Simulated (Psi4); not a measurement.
**SiCl4 (silicon tetrachloride): a chain of runs**

Aim: a geometry optimisation (singlet SiCl4, MP2/def2-SVPD), then the energy (doublet [SiCl4]+, UMP2/def2-SVPD), then a structure relaxation (doublet [SiCl4]+, UMP2/def2-SVPD), then the energy (doublet [SiCl4]−, UMP2/def2-SVPD), then a structure relaxation (doublet [SiCl4]−, UMP2/def2-SVPD) of Cl4Si. 

The results are computed with Psi4 1.11.

## 1. The molecule

SiCl4 has 5 atoms, charge 0, and is taken as a singlet. As SMILES, `Cl[Si](Cl)(Cl)Cl`. The coordinates come from a PBE0-D4/def2-TZVP relaxation. The run starts from this shape.

Bond lengths: Cl1–Si2 2.021 Å, Si2–Cl3 2.022 Å, Si2–Cl4 2.022 Å, Si2–Cl5 2.021 Å. Angles: Cl1–Si2–Cl3 109.5°, Cl1–Si2–Cl4 109.5°, Cl1–Si2–Cl5 109.5°, Cl3–Si2–Cl4 109.5°, Cl3–Si2–Cl5 109.5°, Cl4–Si2–Cl5 109.5°.

## 2. A structure relaxation at MP2/def2-SVPD (density fitting, density fitting for correlation) (run 1)

Contents of run.py:

```python
import psi4

psi4.set_memory(1600000000)
psi4.set_num_threads(1)
psi4.core.set_output_file('psi4.out', False)

m = psi4.geometry("""
0 1
Cl    -1.81905037    -0.16554001     3.33026435
Si     0.01889726    -0.02777897    -0.01568473
Cl     3.12825263    -2.24102621     0.14758761
Cl    -2.29053704    -1.27915561    -2.78942473
Cl     1.05692382     3.57422799    -0.75116613
units bohr
symmetry c1
""")

psi4.set_options({
    'basis': 'def2-SVPD',
    'reference': 'rhf',
    'num_frozen_docc': 25,
})

e = psi4.optimize("mp2")
print(f'total energy {e:.8f} hartree = {e * 27.211386:.5f} eV')
m.save_xyz_file('final.xyz', False)
```

Run with:

```bash
python run.py
```

psi4.out:

```text
[...]
  Running in c1 symmetry.
[...]
  Nuclear repulsion =  527.177977592989805
[...]
  Multiplicity = 1
[...]
  Nalpha       = 41
  Nbeta        = 41
[...]
    Number of basis functions: 132
[...]
   @DF-RHF iter   1: -2126.43933317520714    2.00645e-01   2.24464e-03 DIIS/ADIIS
[...]
   @DF-RHF iter   9: -2126.49391871942453   -4.54747e-13   4.35267e-11 DIIS
[...]
  @DF-RHF Final Energy: -2126.49391871942453
   => Energetics <=
    Nuclear Repulsion Energy =            520.6915030153803627
    One-Electron Energy =               -3978.0230203927421826
    Two-Electron Energy =                1330.8375986579371784
    Total Energy =                      -2126.4939187194245278
[...]
  -Total Gradient:
     Atom            X                  Y                   Z
    ------   -----------------  -----------------  -----------------
       1        0.000072924715     0.000004623467    -0.000132755534
       2       -0.000000845934     0.000003666603     0.000001221418
       3       -0.000121907369     0.000086193326    -0.000006357832
       4        0.000090762447     0.000048600573     0.000109011483
       5       -0.000040933848    -0.000143083986     0.000028880477
[...]
    Final optimized geometry and variables:
    Molecular point group: c1
    Full point group: C1
    Geometry (in Bohr), charge = 0, multiplicity = 1:
    CL          -1.860871730840    -0.139330591550     3.387693558874
    SI          -0.000002424963     0.000018759734     0.000003415007
    CL           3.148108370679    -2.240715324256     0.165256376023
    CL          -2.338171466140    -1.266867915885    -2.808329781341
    CL           1.050936766399     3.646898822914    -0.744622885742
[...]
```

Standard output:

```text
Some dependencies such as QCElemental have not yet finished migration to pydantic v2. If issues are encountered please downgrade pydantic or upgrade QCElemental as appropriate
	Previous geometry is closer to target in internal coordinates, so using that one.

	Best geometry has RMS(Delta(q)) = 2.41e-10

Optimizer: Optimization complete!
total energy -2127.16452355 hartree = -57883.09494 eV
```

It took 28 s on 1 thread of AMD EPYC 7R43 (Zen 3), shared host; peak memory 0.42 GiB.

Steps, from the record of the run:

```tsv
step	energy from the first frame kept (eV)	largest force (eV/Å)
0	0.0000	0.6197
1	-0.0294	0.1363
2	-0.0310	0.0078
```

After the run. Bond lengths: Cl1–Si2 2.047 Å, Si2–Cl3 2.047 Å, Si2–Cl4 2.047 Å, Si2–Cl5 2.047 Å. Angles: Cl1–Si2–Cl3 109.5°, Cl1–Si2–Cl4 109.5°, Cl1–Si2–Cl5 109.5°, Cl3–Si2–Cl4 109.5°, Cl3–Si2–Cl5 109.5°, Cl4–Si2–Cl5 109.5°.

## 3. The doublet cation: a single-point energy at UMP2/def2-SVPD (density fitting, density fitting for correlation) (run 2)

Contents of job.dat:

```
memory 1.6 GB

molecule {
  1 2
  Cl    -0.974731    -0.088472     1.784390
  Si     0.009999    -0.014732    -0.008298
  Cl     1.675907    -1.200477     0.079150
  Cl    -1.227307    -0.685139    -1.494404
  Cl     0.566132     1.915114    -0.402337
  symmetry c1
}

set {
  reference uhf
  num_frozen_docc 25
}

energy_value, wavefunction = energy('mp2/def2-SVPD', return_wfn=True)
print_variables()
```

Run with:

```bash
psi4 -n 1 job.dat job.out
```

job.out:

```text
[...]
  Running in c1 symmetry.
[...]
  Nuclear repulsion =  520.691550214247172
[...]
  Multiplicity = 2
[...]
  Nalpha       = 41
  Nbeta        = 40
[...]
    Number of basis functions: 132
[...]
   @DF-UHF iter   1: -2125.95738308673435    5.55031e-01   2.57425e-03 DIIS/ADIIS
[...]
   @DF-UHF iter  36: -2126.04522577747275    9.54969e-12   9.61468e-09 DIIS
[...]
   @S^2 Observed:                7.885430974E-01
[...]
  @DF-UHF Final Energy: -2126.04522577747275
   => Energetics <=
    Nuclear Repulsion Energy =            520.6915502142471723
    One-Electron Energy =               -3960.0914998450721214
    Two-Electron Energy =                1313.3547238533524251
    Total Energy =                      -2126.0452257774727514
  UHF NO Occupations:
  HONO-2 :   39  A 1.9914441
  HONO-1 :   40  A 1.9914436
[...]
 Multipole Moments:
 ------------------------------------------------------------------------------------
     Multipole            Electronic (a.u.)      Nuclear  (a.u.)        Total (a.u.)
 ------------------------------------------------------------------------------------
 L = 1.  Multiply by 2.5417464519 to convert [e a0] to [Debye]
 Dipole X            :         -0.2114499           -0.0000008           -0.2114507
 Dipole Y            :         -0.7337008            0.0000072           -0.7336936
 Dipole Z            :          0.1498409            0.0000014            0.1498423
 Magnitude           :                                                    0.7781198
[...]
```

It took 12 s on 1 thread of AMD EPYC 7R43 (Zen 3), shared host; peak memory 0.3 GiB.

## 4. The doublet cation: a structure relaxation at UMP2/def2-SVPD (density fitting, density fitting for correlation) (run 3)

Contents of input.inp:

```
memory 1600 MB

molecule m {
  1 2
  Cl    -0.974731    -0.088472     1.784390
  Si     0.009999    -0.014732    -0.008298
  Cl     1.675907    -1.200477     0.079150
  Cl    -1.227307    -0.685139    -1.494404
  Cl     0.566132     1.915114    -0.402337
  symmetry c1
}

set basis def2-SVPD
set reference uhf
set geom_maxiter 50
set num_frozen_docc 25

result, w = optimize("mp2", return_wfn=True)
```

Run with:

```bash
psi4 -i input.inp -o input.out -n 1
```

input.out:

```text
[...]
  Running in c1 symmetry.
[...]
  Nuclear repulsion =  520.691550214247172
[...]
  Multiplicity = 2
[...]
  Nalpha       = 41
  Nbeta        = 40
[...]
    Number of basis functions: 132
[...]
   @DF-UHF iter   1: -2125.95738308673072    5.55031e-01   2.57425e-03 ADIIS/DIIS
[...]
	Warning: cc_lambda option is changed to TRUE
	For this residual convergence, default PCG convergence is:     1.00e-07
[...]
	DF-SCS-MP2 Total Energy (a.u.)     : -2126.69171903458118
	DF-SOS-MP2 Total Energy (a.u.)     : -2126.67685217257304
[...]
   @DF-UHF iter  16: -2126.05035110955032   -4.54747e-13   6.27376e-11 DIIS
[...]
   @S^2 Observed:                7.872371142E-01
[...]
  @DF-UHF Final Energy: -2126.05035110955032
   => Energetics <=
    Nuclear Repulsion Energy =            522.3498211945212688
    One-Electron Energy =               -3963.4024504852459359
    Two-Electron Energy =                1315.0022781811746881
    Total Energy =                      -2126.0503511095503200
  UHF NO Occupations:
  HONO-2 :   39  A 1.9917683
  HONO-1 :   40  A 1.9917676
[...]
	DF-SCS-MP2 Total Energy (a.u.)     : -2126.69636416062121
	DF-SOS-MP2 Total Energy (a.u.)     : -2126.68148719300461
	DF-SCS(N)-MP2 Total Energy (a.u.)  : -2126.38523984630820
[...]
	DF-MP2 Total Energy (a.u.)         : -2126.72611809585487
[...]
    Final optimized geometry and variables:
    Molecular point group: c1
    Full point group: C1
    Geometry (in Angstrom), charge = 1, multiplicity = 2:
    CL          -0.976362692053    -0.143329984435     1.754457595778
    SI           0.033570276708     0.116505555677    -0.023784217807
    CL           1.596069560438    -1.222538429004     0.099521486818
    CL          -1.221483094013    -0.722403939825    -1.427604940327
    CL           0.574918233639     1.995061763781    -0.407345513554
    Psi4 run time: 0:01:37.36
[...]
```

On the terminal:

```text
Optimizer: Optimization complete!
```

It took 99 s on 1 thread of AMD EPYC 7R43 (Zen 3), shared host; peak memory 0.8 GiB.

Step by step:

```tsv
step	energy from the first frame kept (eV)	largest force (eV/Å)
0	0.0000	1.9290
1	-0.0737	1.1555
2	-0.1260	0.2023
3	-0.1269	0.0280
4	-0.1269	0.0012
```

After the run. Bond lengths: Cl1–Si2 2.061 Å, Si2–Cl3 2.061 Å, Si2–Cl4 2.061 Å, Si2–Cl5 1.992 Å. Angles: Cl1–Si2–Cl3 103.8°, Cl1–Si2–Cl4 103.8°, Cl1–Si2–Cl5 114.7°, Cl3–Si2–Cl4 103.8°, Cl3–Si2–Cl5 114.7°, Cl4–Si2–Cl5 114.7°.

## 5. The doublet anion: the energy at UMP2/def2-SVPD (density fitting, density fitting for correlation) (run 4)

Contents of input.inp:

```
memory 1600 mb

molecule {
  -1 2
  Cl    -0.974731    -0.088472     1.784390
  Si     0.009999    -0.014732    -0.008298
  Cl     1.675907    -1.200477     0.079150
  Cl    -1.227307    -0.685139    -1.494404
  Cl     0.566132     1.915114    -0.402337
  symmetry c1
}

set basis def2-SVPD
set reference uhf
set num_frozen_docc 25

energy('mp2')
print_variables()
```

Run with:

```bash
psi4 -n 1 input.inp input.out
```

input.out:

```text
[...]
  Running in c1 symmetry.
[...]
  Nuclear repulsion =  520.691550214247172
[...]
  Multiplicity = 2
[...]
  Nalpha       = 42
  Nbeta        = 41
[...]
    Number of basis functions: 132
[...]
   @DF-UHF iter   1: -2126.38260621236986    1.29808e-01   2.04551e-03 ADIIS/DIIS
[...]
   @DF-UHF iter  15: -2126.43764615238888   -5.00222e-12   8.07505e-09 DIIS
[...]
   @S^2 Observed:                7.525262759E-01
[...]
  @DF-UHF Final Energy: -2126.43764615238888
   => Energetics <=
    Nuclear Repulsion Energy =            520.6915502142471723
    One-Electron Energy =               -3990.3164418690648745
    Two-Electron Energy =                1343.1872455024283681
    Total Energy =                      -2126.4376461523888793
  UHF NO Occupations:
  HONO-2 :   40  A 1.9997407
  HONO-1 :   41  A 1.9996662
[...]
 Multipole Moments:
 ------------------------------------------------------------------------------------
     Multipole            Electronic (a.u.)      Nuclear  (a.u.)        Total (a.u.)
 ------------------------------------------------------------------------------------
 L = 1.  Multiply by 2.5417464519 to convert [e a0] to [Debye]
 Dipole X            :          0.0000053           -0.0000008            0.0000045
 Dipole Y            :         -0.0000903            0.0000072           -0.0000830
 Dipole Z            :         -0.0000091            0.0000014           -0.0000077
 Magnitude           :                                                    0.0000835
[...]
```

It took 7.8 s on 1 thread of AMD EPYC 7R43 (Zen 3), shared host; peak memory 0.3 GiB.

## 6. The doublet anion: a structure relaxation at UMP2/def2-SVPD (density fitting, density fitting for correlation) (run 5)

Contents of calc.py:

```python
import psi4

psi4.set_memory('1600 MB')
psi4.set_num_threads(1)
psi4.set_output_file('output.dat', False)

geom = psi4.geometry("""
-1 2
Cl    -1.84197464    -0.16718785     3.37200840
Si     0.01889537    -0.02783945    -0.01568095
Cl     3.16700524    -2.26857275     0.14957182
Cl    -2.31927410    -1.29472507    -2.82401428
Cl     1.06983443     3.61904096    -0.76030674
units au
symmetry c1
""")

options = {'reference': 'uhf', 'geom_maxiter': 50, 'num_frozen_docc': 25}
psi4.set_options(options)

e_tot, wfn = psi4.optimize('mp2/def2-SVPD', return_wfn=True)
print(f'mp2/def2-SVPD energy: {e_tot:.10f} Eh')
print(geom.to_string(dtype='xyz', units='Angstrom'))
```

Run with:

```bash
python calc.py
```

output.dat:

```text
[...]
  Running in c1 symmetry.
[...]
  Nuclear repulsion =  520.691550240224387
[...]
  Multiplicity = 2
[...]
  Nalpha       = 42
  Nbeta        = 41
[...]
    Number of basis functions: 132
[...]
   @DF-UHF iter   1: -2126.38260621341578    1.29808e-01   2.04551e-03 ADIIS/DIIS
[...]
	Warning: cc_lambda option is changed to TRUE
	For this residual convergence, default PCG convergence is:     1.00e-07
[...]
	DF-SCS-MP2 Total Energy (a.u.)     : -2127.10483908801552
	DF-SOS-MP2 Total Energy (a.u.)     : -2127.08788479228315
[...]
   @DF-UHF iter  11: -2126.48234327708860    2.72848e-12   7.42458e-11 DIIS
[...]
   @S^2 Observed:                7.650561013E-01
[...]
  @DF-UHF Final Energy: -2126.48234327708860
   => Energetics <=
    Nuclear Repulsion Energy =            473.2708454610644253
    One-Electron Energy =               -3899.6398639317399102
    Two-Electron Energy =                1299.8866751935868251
    Total Energy =                      -2126.4823432770890577
  UHF NO Occupations:
  HONO-2 :   40  A 1.9979961
  HONO-1 :   41  A 1.9979958
[...]
	DF-SCS-MP2 Total Energy (a.u.)     : -2127.14559829409154
	DF-SOS-MP2 Total Energy (a.u.)     : -2127.13067297379575
	DF-SCS(N)-MP2 Total Energy (a.u.)  : -2126.82447056814408
[...]
	DF-MP2 Total Energy (a.u.)         : -2127.17544893468312
[...]
    Final optimized geometry and variables:
    Molecular point group: c1
    Full point group: C1
    Geometry (in Bohr), charge = -1, multiplicity = 2:
    CL          -2.047327184917    -0.153298864848     3.727133068450
    SI          -0.000000455312     0.000021505353     0.000000657730
    CL           3.463522747813    -2.465231993077     0.181810617985
    CL          -2.572441285607    -1.393816302626    -3.089710048165
    CL           1.156246086984     4.012329955134    -0.819234164487
[...]
```

The script printed:

```text
Optimizer: Optimization complete!
mp2/def2-SVPD energy: -2127.1754489347 Eh
5
-1 2 Cl4Si
Cl                   -1.083398889043    -0.081122265699     1.972313880958
Si                   -0.000000240941     0.000011380143     0.000000348056
Cl                    1.832817306780    -1.304544589751     0.096210035695
Cl                   -1.361277304130    -0.737575823210    -1.635004145067
Cl                    0.611859079158     2.123233573946    -0.433520050049
```

Wall time 2 min (1 thread of AMD EPYC 7R43 (Zen 3), shared host); peak memory 0.8 GiB.

Steps, from the record of the run:

```tsv
step	energy from the first frame kept (eV)	largest force (eV/Å)
0	0.0000	3.1365
1	-0.7106	1.2959
2	-0.9463	0.5585
3	-0.9942	0.1593
4	-0.9984	0.0434
5	-0.9987	0.0119
6	-0.9987	0.0007
```

After the run. Bond lengths: Cl1–Si2 2.252 Å, Si2–Cl3 2.252 Å, Si2–Cl4 2.252 Å, Si2–Cl5 2.252 Å. Angles: Cl1–Si2–Cl3 109.5°, Cl1–Si2–Cl4 109.5°, Cl1–Si2–Cl5 109.5°, Cl3–Si2–Cl4 109.5°, Cl3–Si2–Cl5 109.5°, Cl4–Si2–Cl5 109.5°.

## 7. What came out

| quantity | value |
| --- | --- |
| run 1, MP2/def2-SVPD: total energy at the end | -2127.16452 Eh |
| run 1, MP2/def2-SVPD: correlation energy (25 core orbitals frozen) | -670.6 mEh |
| doublet cation, run 2: total energy | -2126.72145 Eh |
| doublet cation, run 2: HOMO energy (Hartree–Fock orbitals) (highest over α and β) | -17.19 eV |
| doublet cation, run 2: LUMO energy (Hartree–Fock orbitals) (lowest over α and β) | -11.41 eV |
| doublet cation, run 2: correlation energy (25 core orbitals frozen) | -676.2 mEh |
| doublet cation, run 2: ⟨S²⟩ of the reference determinant | 0.789 |
| doublet cation, run 3: total energy at the end | -2126.72612 Eh |
| doublet cation, run 3: HOMO energy (Hartree–Fock orbitals) (highest over α and β) | -17.06 eV |
| doublet cation, run 3: LUMO energy (Hartree–Fock orbitals) (lowest over α and β) | -11.09 eV |
| doublet cation, run 3: correlation energy (25 core orbitals frozen) | -675.8 mEh |
| doublet cation, run 3: ⟨S²⟩ of the reference determinant | 0.787 |
| doublet anion, run 4: total energy | -2127.13875 Eh |
| doublet anion, run 4: HOMO energy (Hartree–Fock orbitals) (highest over α and β) | 1.42 eV |
| doublet anion, run 4: LUMO energy (Hartree–Fock orbitals) (lowest over α and β) | 4.88 eV |
| doublet anion, run 4: correlation energy (25 core orbitals frozen) | -701.1 mEh |
| doublet anion, run 4: ⟨S²⟩ of the reference determinant | 0.753 |
| doublet anion, run 5: total energy at the end | -2127.17545 Eh |
| doublet anion, run 5: HOMO energy (Hartree–Fock orbitals) (highest over α and β) | -2.22 eV |
| doublet anion, run 5: LUMO energy (Hartree–Fock orbitals) (lowest over α and β) | 4.71 eV |
| doublet anion, run 5: correlation energy (25 core orbitals frozen) | -693.1 mEh |
| doublet anion, run 5: ⟨S²⟩ of the reference determinant | 0.765 |
| adiabatic electron affinity (to the doublet anion, no zero-point term) | 0.297 eV |
| adiabatic ionisation energy (to the doublet cation, no zero-point term) | 11.930 eV |

**Reading.** The adiabatic electron affinity (to the doublet anion, no zero-point term) is 0.30 eV (6.9 kcal/mol). The adiabatic ionisation energy (to the doublet cation, no zero-point term) is 11.93 eV (1151 kJ/mol). The optimisation (run 1, MP2/def2-SVPD) took 3 steps and changed the energy by -0.031 eV. The optimisation (doublet cation, run 3) took 5 steps and changed the energy by -0.127 eV. The HOMO (doublet anion, run 4) lies at positive energy, 1.42 eV: the electron is unbound at this level or held by a compact basis; values depend on the basis. The optimisation (doublet anion, run 5) took 7 steps and changed the energy by -0.999 eV.
